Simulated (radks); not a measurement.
# Ti⁺ in [Ar] 3d3: an all-electron calculation

Wanted: eigenvalues, radial structure and energy terms of the titanium ion Ti+.

The numbers are computed with radks (a radial shooting solver on a logarithmic mesh, Libxc functionals) version 1 (scalar-relativistic Kohn-Sham, PBE, spin-unpolarised, spherical densities, point nucleus), except any that are marked as measured or tabulated.

### Step 1. The atom as given

- element: titanium (Z = 22)
- charge: +1
- electrons: 21
- configuration: [Ar] 3d3

The outer shells:

Ti⁺
```
[Ar] core
3d [↑ ][↑ ][↑ ][  ][  ]
```

### Step 2. The calculation

Settings of this run:

```text
Z 22
configuration [Ar] 3d3
relativity scalar-relativistic
functional pbe,pbe
spin unpolarised
nucleus point
c 137.035999084
```

Command:

```console
$ python run_ks.py task.json out
```

The same process makes all the runs of this session.

**Question.** What will this run give?

As calculated:

| quantity | value |
| --- | --- |
| total energy | -853.29270 hartree |
| exchange-correlation share of it | 4.92 % |
| −T/E | 1.0084 |
| highest occupied level | 3d, -8.025 eV |
| most extended occupied level | 3d, <r> = 1.73 bohr |
| radius at density 0.001 e/bohr³ | 3.73 bohr |
| maxima of the radial density | 3 |

The radial density shows 3 maxima for 3 occupied principal shells. Relativity lifts −T/E to 1.008. This is not the tabulated ground configuration, so its levels and sizes aren't those of the ground state, and no measured value stands beside it.
